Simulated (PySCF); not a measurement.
# Si(OAc)4: geometry, NMR shifts and electronic excitations, part 1 of 2

Wanted: the NMR shifts and electronic excitations of Si(OAc)4 (`CC(=O)O[Si](OC(C)=O)(OC(C)=O)OC(C)=O`), by calculation.

Programs: PySCF 2.14.0, with density-fitted response routines of our own. Each step states its level of theory. These are calculated values for one molecule in the gas phase, unless marked as measured. Atoms are numbered from 0 throughout.

## 1. Starting geometry

29 atoms, charge 0, multiplicity 1; geometry from: GFN2-xTB. The atoms were then displaced at random by about 0.03 Å, so the start is not that level's minimum.

Bonds of the start (Å): Si0–O1 1.64, Si0–O8 1.58, Si0–O15 1.74, Si0–O22 1.57, O1–C2 1.37, C2–C3 1.54, C2–O4 1.17, C3–H5 1.18, C3–H6 1.06, C3–H7 1.04, O8–C9 1.33, C9–C10 1.48, C9–O11 1.19, C10–H12 1.09, C10–H13 1.09, C10–H14 1.10, O15–C16 1.37, C16–C17 1.50, C16–O18 1.20, C17–H19 1.08, C17–H20 1.04, C17–H21 1.05, O22–C23 1.40, C23–C24 1.48, C23–O25 1.20, C24–H26 1.11, C24–H27 1.06, C24–H28 1.12.

## 2. Optimising the geometry at PBE0-D3(BJ)/def2-SVP

What the job is given:

```
{"job": {"xc": "PBE0", "basis": "def2-SVP", "d3": "d3bj", "grid": 1, "maxiter": 40, "shake": 0.03, "kind": "geom"}, "charge": 0, "multiplicity": 1}
Si     0.059710    -0.075720     0.010010
O     -0.409140     0.158420     1.565540
C     -1.410780    -0.528940     2.198450
C     -1.031450    -0.493010     3.691330
O     -2.245270    -1.101120     1.616850
H     -2.046490    -0.790390     4.213290
H     -0.782960     0.483110     4.017730
H     -0.285430    -1.189780     3.906590
O      1.593140     0.295270    -0.097090
C      2.159800     1.470660    -0.377230
C      3.521860     1.314280    -0.930070
O      1.612320     2.512410    -0.192980
H      4.002830     2.293370    -0.916890
H      3.401440     1.045060    -1.981860
H      4.058760     0.497800    -0.430130
O     -0.907380     1.094150    -0.839390
C     -0.514070     1.709510    -2.002380
C     -1.367870     2.915220    -2.236730
O      0.374630     1.249160    -2.664460
H     -1.288810     3.245500    -3.266890
H     -1.033870     3.677660    -1.609060
H     -2.361380     2.639010    -2.057410
O     -0.285700    -1.465270    -0.628420
C     -0.313650    -2.621400     0.156550
C     -1.028180    -3.757610    -0.476230
O      0.230960    -2.658570     1.228080
H     -0.847780    -4.731780     0.013860
H     -0.852790    -3.705390    -1.519990
H     -2.122000    -3.523820    -0.360520
```

Launch:

```bash
$ OMP_NUM_THREADS=2 python probes_run.py task.json out
```

One launch serves the whole session: the jobs run in the order shown.

Output:

```text
step   0  E = -1201.71351965  max force = 0.113701
step   1  E = -1201.74178875  max force = 0.055598
step   2  E = -1201.74668896  max force = 0.028449
step   3  E = -1201.75577981  max force = 0.009629
step   4  E = -1201.75577324  max force = 0.007005
step   5  E = -1201.75678925  max force = 0.003101
step   6  E = -1201.75681728  max force = 0.002957
step   7  E = -1201.75703430  max force = 0.001663
step   8  E = -1201.75714278  max force = 0.001559
step   9  E = -1201.75722100  max force = 0.001867
step  10  E = -1201.75724171  max force = 0.001093
step  11  E = -1201.75728034  max force = 0.001578
step  12  E = -1201.75732132  max force = 0.000974
step  13  E = -1201.75738687  max force = 0.001432
step  14  E = -1201.75741298  max force = 0.002058
step  15  E = -1201.75741755  max force = 0.002100
step  16  E = -1201.75744868  max force = 0.000779
step  17  E = -1201.75745632  max force = 0.000265
optimisation converged
```

Wall time 27 min (2 threads of Intel Xeon Platinum 8259CL at 2.50GHz, shared host); peak memory 2.8 GiB.

Relaxation path:

| step | energy from step 0 (eV) | largest force component (eV/Å) |
| --- | --- | --- |
| 0 | 0.0000 | 5.8467 |
| 1 | -0.7692 | 2.8590 |
| 2 | -0.9026 | 1.4629 |
| 3 | -1.1500 | 0.4951 |
| 4 | -1.1498 | 0.3602 |
| 5 | -1.1774 | 0.1595 |
| 6 | -1.1782 | 0.1521 |
| 7 | -1.1841 | 0.0855 |
| 8 | -1.1870 | 0.0802 |
| 9 | -1.1892 | 0.0960 |
| 10 | -1.1897 | 0.0562 |
| 11 | -1.1908 | 0.0811 |
| 12 | -1.1919 | 0.0501 |
| 13 | -1.1937 | 0.0736 |
| 14 | -1.1944 | 0.1058 |
| 15 | -1.1945 | 0.1080 |
| 16 | -1.1954 | 0.0401 |
| 17 | -1.1956 | 0.0136 |

Distances of close pairs at the start and the end, largest changes first:

| bond | before (Å) | after (Å) | change (Å) |
| --- | --- | --- | --- |
| Si0–O22 | 1.568 | 1.661 | +0.094 |
| C3–H5 | 1.179 | 1.095 | -0.084 |
| Si0–O8 | 1.581 | 1.662 | +0.081 |
| Si0–O15 | 1.739 | 1.661 | -0.078 |
| C17–H20 | 1.043 | 1.101 | +0.058 |
| C3–H7 | 1.043 | 1.100 | +0.057 |
| C17–H21 | 1.047 | 1.099 | +0.052 |
| C2–C3 | 1.541 | 1.493 | -0.047 |

The end geometry stands in the next job.

| at the end point | value |
| --- | --- |
| point group (found at 0.08 Å tolerance) | C1 |
| rotational constants (GHz, main isotopes) | 0.528, 0.321, 0.320 |
| dipole moment (D) | 0.14 |

## 3. Shielding tensors: PBE0/pcSseg-1

What the job is given:

```
{"job": {"kind": "nmr", "xc": "PBE0", "basis": "pcSseg-1"}, "charge": 0, "multiplicity": 1}
Si    -0.003335    -0.019497    -0.027352
O     -0.151465     0.146813     1.620268
C     -1.182304    -0.355956     2.339050
C     -0.958648    -0.202545     3.807510
O     -2.134091    -0.867141     1.816955
H     -1.847307    -0.530201     4.357433
H     -0.714168     0.842219     4.045048
H     -0.090363    -0.814981     4.093856
O      1.610358     0.150767    -0.387355
C      2.237770     1.348799    -0.451385
C      3.639273     1.211473    -0.947449
O      1.688772     2.371904    -0.148152
H      4.150211     2.178923    -0.900266
H      3.608162     0.850243    -1.986458
H      4.175227     0.456277    -0.355474
O     -0.989766     1.125192    -0.717193
C     -0.805778     1.639140    -1.957091
C     -1.700076     2.808327    -2.207170
O      0.001166     1.187189    -2.720781
H     -1.615090     3.129062    -3.250846
H     -1.394485     3.625482    -1.536184
H     -2.738981     2.551401    -1.958111
O     -0.484556    -1.496629    -0.615778
C     -0.254108    -2.668428     0.023446
C     -1.007240    -3.794966    -0.603197
O      0.464758    -2.739832     0.981390
H     -0.729857    -4.742037    -0.128349
H     -0.809969    -3.826074    -1.683912
H     -2.083661    -3.607134    -0.471904
```

Method: GIAO PBE0/pcSseg-1 NMR shielding, non-relativistic, gas phase.

Output:

```text
coarse grid: 26440 points
cycle   1  E = -1201.6308963921  dE =  3.295e+00  |g| = 1.802e+00  |ddm| = 5.003e+00
cycle   2  E = -1200.5314893965  dE =  1.099e+00  |g| = 3.053e+00  |ddm| = 3.016e+00
cycle   3  E = -1202.1751459072  dE = -1.644e+00  |g| = 5.023e-01  |ddm| = 2.157e+00
cycle   4  E = -1202.2201993452  dE = -4.505e-02  |g| = 1.184e-01  |ddm| = 3.717e-01
cycle   5  E = -1202.2222347694  dE = -2.035e-03  |g| = 3.729e-02  |ddm| = 8.051e-02
cycle   6  E = -1202.2225444037  dE = -3.096e-04  |g| = 6.761e-03  |ddm| = 2.945e-02
cycle   7  E = -1202.2225539088  dE = -9.505e-06  |g| = 1.313e-03  |ddm| = 6.176e-03
final grid: 255720 points
cycle   8  E = -1202.4038013815  dE = -1.656e-05  |g| = 2.284e-02  |ddm| = 3.202e-02
cycle   9  E = -1202.4036499218  dE =  1.515e-04  |g| = 3.700e-02  |ddm| = 3.309e-02
cycle  10  E = -1202.4038898643  dE = -2.399e-04  |g| = 4.354e-03  |ddm| = 2.175e-02
cycle  11  E = -1202.4038932340  dE = -3.370e-06  |g| = 4.355e-04  |ddm| = 2.717e-03
cycle  12  E = -1202.4038932648  dE = -3.090e-08  |g| = 1.584e-04  |ddm| = 3.626e-04
cycle  13  E = -1202.4038932702  dE = -5.369e-09  |g| = 3.547e-05  |ddm| = 1.321e-04
cycle  14  E = -1202.4038932704  dE = -1.505e-10  |g| = 2.296e-05  |ddm| = 3.639e-05
converged SCF energy = -1202.4038932704

GIAO shielding tensors (ppm)
atom      isotropic    diamagn.    paramagn.     s11        s22        s33       span
  0 Si     438.545     893.673    -455.127    434.758    440.293    440.585      5.827
  1 O      109.365     413.051    -303.686    -20.728    139.888    208.933    229.661
  2 C        9.978     251.839    -241.861   -101.508     61.230     70.214    171.722
  3 C      161.567     250.709     -89.142    140.565    151.596    192.541     51.976
  4 O     -137.817     408.368    -546.185   -398.944   -249.397    234.890    633.834
  5 H       29.579      26.612       2.967     25.373     27.699     35.665     10.292
  6 H       29.106      29.690      -0.584     25.043     28.572     33.705      8.662
  7 H       28.924      29.482      -0.559     25.220     28.367     33.183      7.963
  8 O      108.419     412.890    -304.471    -21.938    138.853    208.341    230.278
  9 C        9.812     251.986    -242.174   -101.692     60.892     70.236    171.928
 10 C      161.592     250.702     -89.110    140.727    151.495    192.554     51.827
 11 O     -137.817     408.567    -546.385   -398.086   -249.812    234.445    632.531
 12 H       29.581      26.614       2.967     25.379     27.698     35.667     10.288
 13 H       28.914      29.376      -0.463     25.208     28.339     33.194      7.987
 14 H       29.097      29.637      -0.540     25.036     28.558     33.697      8.661
 15 O      109.251     412.970    -303.718    -19.790    138.931    208.612    228.402
 16 C       10.168     251.618    -241.451   -101.818     62.354     69.967    171.785
 17 C      161.537     250.748     -89.211    140.593    151.537    192.481     51.888
 18 O     -138.658     408.155    -546.813   -399.754   -250.871    234.650    634.403
 19 H       29.580      26.519       3.062     25.388     27.669     35.684     10.296
 20 H       28.900      29.548      -0.648     25.205     28.393     33.101      7.896
 21 H       29.118      29.638      -0.520     25.034     28.606     33.715      8.681
 22 O      108.711     412.809    -304.098    -20.596    138.326    208.402    228.998
 23 C        9.883     251.811    -241.928   -102.055     61.565     70.139    172.194
 24 C      161.545     250.705     -89.160    140.747    151.394    192.494     51.747
 25 O     -139.074     408.368    -547.442   -399.565   -251.637    233.981    633.545
 26 H       29.583      26.527       3.056     25.393     27.675     35.681     10.288
 27 H       29.104      29.486      -0.382     25.056     28.516     33.739      8.683
 28 H       28.895      29.541      -0.647     25.168     28.434     33.082      7.915
```

Run time: 3.5 min. Hardware: 2 threads of Intel Xeon Platinum 8259CL at 2.50GHz, shared host; peak memory 3.2 GiB.

Shifts follow as δ = σ(reference) − σ, with reference shieldings (ppm) from runs at the same level and on the same kind of geometry: 1H TMS 31.27, 13C TMS 184.4, 29Si TMS 352.0, 17O H2O 334.6. The references are single molecules in the gas phase, so shifts against H2O, NH3, PH3, H3PO4 or CFCl3 are not on the usual liquid scales and can be off by tens of ppm. Atoms listed in one row are averaged.

| atoms | environment | σ (ppm) | δ (ppm) |
| --- | --- | --- | --- |
| C2, C9, C16, C23 | carbon bonded to C, 2 O | 10.0 | 174.4 |
| C3, C10, C17, C24 | carbon bonded to C, 3 H | 161.6 | 22.8 |
| H5, H6, H7, H12, H13 and 7 more | hydrogen on a carbon bonded to C | 29.20 | 2.07 |
| Si0 | silicon bonded to 4 O | 438.5 | -86.6 |
| O4, O11, O18, O25 | oxygen bonded to C | -138.3 | 472.9 |
| O1, O8, O15, O22 | oxygen bonded to C, Si | 108.9 | 225.6 |

The run also stored atomic charges by several schemes (e):

| atoms | Mulliken | IAO | Hirshfeld | ESP fit |
| --- | --- | --- | --- | --- |
| Si0 | 1.47 | 1.71 | 0.57 | 1.43 |
| O1, O8, O15, O22 | -0.58 | -0.59 | -0.20 | -0.62 |
| C2, C9, C16, C23 | 0.40 | 0.55 | 0.23 | 0.90 |
| C3, C10, C17, C24 | -0.25 | -0.47 | -0.11 | -0.68 |
| O4, O11, O18, O25 | -0.40 | -0.44 | -0.25 | -0.56 |

Mayer bond orders: Si0–O1 0.91, Si0–O8 0.91, Si0–O15 0.91, Si0–O22 0.91, O1–C2 1.00, C2–C3 1.01, C2–O4 1.99, O8–C9 1.00, C9–C10 1.01, C9–O11 1.99, O15–C16 1.00, C16–C17 1.01, C16–O18 1.99, O22–C23 1.00, C23–C24 1.01, C23–O25 1.99.

The fields below are evaluated on a grid from the run's orbitals.

Frontier orbitals at PBE0/pcSseg-1, with the share of their density that lies nearest to each atom:

| orbital | energy (eV) | lies on |
| --- | --- | --- |
| HOMO | -8.31 | O18, O25 about 26 % each; O4, O11 about 10 % each |
| LUMO | -0.33 | C2, C23 about 18 % each; O4, O25 about 11 % each |

ELF in a plane through or near 5 of the atoms.

Ten even steps from ' ' (0.00) to '@' (1.00):
```
                                                        
                                                        
                                                        
        --##**..--**##--                                
      --@@@@@@##++##**::                                
      ==@@@@@@##++++::                                  
        ==****++%%%%++::++++::                          
              --==::==%%%%##::      ----::              
              --**++==**%%##::..    ::--::              
                      ::..##**....                      
                      ::..****  ..                      
              ==**==++##%%##::..    --==--..            
              --==--==%%%%##::    ..====--              
        ==****++%%%%++::==++::      ....                
      ==@@@@@@##++++::                                  
      --@@@@@@**++%%%%==                                
        ::##++..--%%%%++                                
                                                        
                                                        
                                                        
```
The map spans 12.6 Å across and 12.4 Å up, centred on the molecule. Atoms in the plane (x, y in Å): Si0 (0.0, 0.0), C9 (-2.1, -1.7), H12 (-3.6, -3.1), C16 (-2.0, 1.7), H19 (-3.6, 3.2).

log10 of the density (e/Å³) in the same plane.

Ten even steps from '0' (-4.0) to '9' (1.5):
```
0000000000000000000000000000
0000000111000000000000000000
0000122222210000000000000000
0002344444432000000000000000
0013466666542100000000000000
0013567776544321011110000000
0013456677665543233332000000
0001234678777654445543200000
0000234566777765555553200000
0000023445566996554443200000
0000023455566996554443200000
0000234567777765555554200000
0001234679777654445543200000
0013456677665543233332100000
0013567776544321112210000000
0013456666542100000000000000
0002344455432000000000000000
0000122223220000000000000000
0000000111000000000000000000
0000000000000000000000000000
```
The map spans 12.6 Å across and 12.4 Å up, centred on the molecule. Atoms in the plane (x, y in Å): Si0 (0.0, 0.0), C9 (-2.1, -1.7), H12 (-3.6, -3.1), C16 (-2.0, 1.7), H19 (-3.6, 3.2).

On the surface of density 0.002 e/bohr³ the electrostatic potential runs, from the 1st to the 99th percentile, from -1.44 V near O18 to 0.93 V near H14.

## 4. TDDFT and polarisability: wB97X-D/def2-SVPD

The job, as its differences from that of step 3:

```diff
@@ -1,2 +1,2 @@
-{"job": {"kind": "nmr", "xc": "PBE0", "basis": "pcSseg-1"}, "charge": 0, "multiplicity": 1}
+{"job": {"kind": "uv", "xc": "wB97X-D", "basis": "def2-SVPD", "ip": false, "nstates": 10}, "charge": 0, "multiplicity": 1}
 Si    -0.003335    -0.019497    -0.027352
```

Level: TDDFT wB97X-D/def2-SVPD, vertical, gas phase, core orbitals frozen in the response.

Output:

```text
coarse grid: 26440 points
cycle   1  E = -1201.7367136354  dE =  3.545e+00  |g| = 1.836e+00  |ddm| = 1.124e+01
cycle   2  E = -1201.3672621046  dE =  3.695e-01  |g| = 2.425e+00  |ddm| = 1.012e+01
cycle   3  E = -1202.3850897411  dE = -1.018e+00  |g| = 2.640e-01  |ddm| = 5.253e+00
cycle   4  E = -1202.3965360203  dE = -1.145e-02  |g| = 1.031e-01  |ddm| = 7.715e-01
cycle   5  E = -1202.3984616744  dE = -1.926e-03  |g| = 1.943e-02  |ddm| = 2.467e-01
cycle   6  E = -1202.3985569266  dE = -9.525e-05  |g| = 6.173e-03  |ddm| = 8.565e-02
cycle   7  E = -1202.3985692931  dE = -1.237e-05  |g| = 1.327e-03  |ddm| = 2.944e-02
cycle   8  E = -1202.3985701560  dE = -8.629e-07  |g| = 5.106e-04  |ddm| = 7.694e-03
final grid: 255720 points
cycle   9  E = -1202.6047195852  dE = -2.120e-04  |g| = 7.091e-03  |ddm| = 3.566e-01
cycle  10  E = -1202.6047245236  dE = -4.938e-06  |g| = 6.251e-03  |ddm| = 6.742e-02
cycle  11  E = -1202.6047313982  dE = -6.875e-06  |g| = 1.337e-03  |ddm| = 1.294e-02
cycle  12  E = -1202.6047316999  dE = -3.018e-07  |g| = 6.921e-04  |ddm| = 5.002e-03
cycle  13  E = -1202.6047318022  dE = -1.023e-07  |g| = 1.792e-04  |ddm| = 2.194e-03
cycle  14  E = -1202.6047318092  dE = -6.941e-09  |g| = 4.799e-05  |ddm| = 5.089e-04
cycle  15  E = -1202.6047318101  dE = -9.568e-10  |g| = 1.222e-05  |ddm| = 2.221e-04
converged SCF energy = -1202.6047318101

Static polarisability (au): isotropic 136.846, principal 131.877 132.239 146.423

Singlet excitations
state   eV       nm        f      main configurations
  1   5.8378    212.4   0.00001   H->L+2 0.23, H-2->L 0.23, H-1->L+1 0.21
  2   5.8460    212.1   0.00120   H-1->L+1 0.28, H-2->L 0.25, H-3->L+2 0.19
  3   5.8571    211.7   0.00067   H->L 0.24, H-3->L 0.24, H-2->L+2 0.22
  4   5.8577    211.7   0.00066   H->L+1 0.25, H-3->L+1 0.24, H-1->L+2 0.21
  5   7.9058    156.8   0.00016   H->L+2 0.39, H-2->L 0.15, H-1->L+1 0.14
  6   7.9416    156.1   0.00245   H-3->L+2 0.26, H->L+3 0.23, H-2->L 0.17
  7   7.9672    155.6   0.01303   H-1->L+2 0.30, H->L 0.15, H-2->L+3 0.12
  8   7.9687    155.6   0.01230   H-2->L+2 0.28, H->L+1 0.13, H-1->L+3 0.12
  9   8.3944    147.7   0.03515   H-4->L 0.29, H-2->L+4 0.13, H-7->L 0.12
 10   8.3972    147.6   0.03553   H-4->L+1 0.28, H-1->L+4 0.13, H-7->L+1 0.12

Triplet excitations (Tamm-Dancoff, eV): 5.3558 5.3630 5.3682 5.3692
```

It took 7.6 min on 2 threads of Intel Xeon Platinum 8259CL at 2.50GHz, shared host; peak memory 3.8 GiB.

Frontier orbitals and where they lie:

| orbital | eV | atoms |
| --- | --- | --- |
| HOMO−3 | -10.55 | O11 18 %, O4 17 %, O25 16 % |
| HOMO−2 | -10.34 | O4 36 %, O25 25 %, O1 7 % |
| HOMO−1 | -10.34 | O11 32 %, O18 29 %, O8 6 % |
| HOMO | -10.31 | O18 22 %, O25 21 %, O11 12 % |
| LUMO | 1.44 | C2 18 %, C23 17 %, O4 15 % |
| LUMO+1 | 1.44 | C9 19 %, C16 17 %, O11 15 % |
| LUMO+2 | 1.59 | C23 10 %, C16 10 %, C2 9 % |

With each of the 10 states as a Gaussian band of 0.4 eV half-width at 1/e, the curve within the window shown has maxima at 212 nm (ε 100), 149 nm (ε 3,300) L/(mol cm). Beyond the last state computed it falls off for lack of states. The curve at chosen wavelengths:

```tsv
nm	ε (L/mol/cm)
143	1662
147	3035
151	3153
154	2549
158	1573
162	777
166	291
169	114
173	26
177	4
181	1
184	1
188	3
192	9
196	23
199	39
203	65
207	89
211	102
214	101
218	89
222	68
226	47
229	33
233	19
237	10
```

Leading natural transition orbitals of singlet state 10: the hole lies on O15 37 %; O8, O18 about 16 % each; O11 8 %; the particle on C16 33 %; O18 18 %; C9 13 %.

Leading natural transition orbitals of singlet state 1: the hole lies on O25 63 %; O4, O22 about 9 % each; the particle on C23 42 %; O25 23 %; O22 7 %.

Ground-state properties from the same run:

| property | computed |
| --- | --- |
| dipole moment (D) | 0.15 |
| polarisability (Å³) | 20.28 |
| HOMO–LUMO gap (eV) | 11.75 |
| −ε(HOMO) (eV) | 10.31 |

(Continued in part 2 of 2.)
